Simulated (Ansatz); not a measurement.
## GeH5NOS, SMILES [NH2][GeH]([OH])[SH]: a rigid scan of one bond angle, step by step

With Ansatz 0.2.0, Python API.

At the Python prompt:
```pycon
>>> import warnings
>>> import ansatz as az
>>> from ase import Atoms
>>> warnings.simplefilter("ignore", az.DeckWarning)
>>> atoms = Atoms(["N", "Ge", "O", "S", "H", "H", "H", "H", "H"], positions=[
...     [-0.1293, 0.7995, -1.3431],
...     [0.3974, -0.2097, 0.0707],
...     [0.6794, -1.8705, -0.5169],
...     [-1.0914, -0.2351, 1.6416],
...     [-1.0851, 0.4351, -1.6921],
...     [-0.3877, 1.806, -0.9661],
...     [1.7326, 0.3936, 0.6606],
...     [1.0865, -2.3345, 0.2889],
...     [-1.1139, 1.1694, 1.8392],
... ])
>>> # start the scan from a relaxed geometry
>>> first = az.Crystal.molecule_from_ase(atoms).calculation()
>>> first = first.basis(gaussian="def2-SVP")
>>> first = first.functional("CAM-B3LYP")
>>> first = first.relax(force_tolerance=0.02, max_steps=80)
>>> atoms.positions = first.run().report["positions_ang"]
>>> rows = []
>>> for angle in [85, 95, 105, 115, 125, 140, 160]:
...     bent = atoms.copy()
...     bent.set_angle(1, 3, 8, angle, indices=[8])
...     calculation = az.Crystal.molecule_from_ase(bent).calculation().basis(gaussian="def2-SVP").functional("CAM-B3LYP")
...     rows.append((angle, calculation.run().report["free_energy_ev"]))
...
>>> floor = min(e for _, e in rows)
>>> for angle, e in rows:
...     print(f"angle Ge1-S3-H8 = {angle:3d} deg   {1000 * (e - floor):9.1f} meV")
...
angle Ge1-S3-H8 =  85 deg        44.1 meV
angle Ge1-S3-H8 =  95 deg         0.0 meV
angle Ge1-S3-H8 = 105 deg        57.1 meV
angle Ge1-S3-H8 = 115 deg       203.9 meV
angle Ge1-S3-H8 = 125 deg       426.5 meV
angle Ge1-S3-H8 = 140 deg       861.2 meV
angle Ge1-S3-H8 = 160 deg      1467.0 meV
```

The scan is rigid, and the energies are electronic, in a modest basis. The zero is the lowest point of the grid, which needn't be the minimum. Run time: 2.8 min on 1 thread of Arm Neoverse V2, on a shared host, peak memory 0.36 GiB.
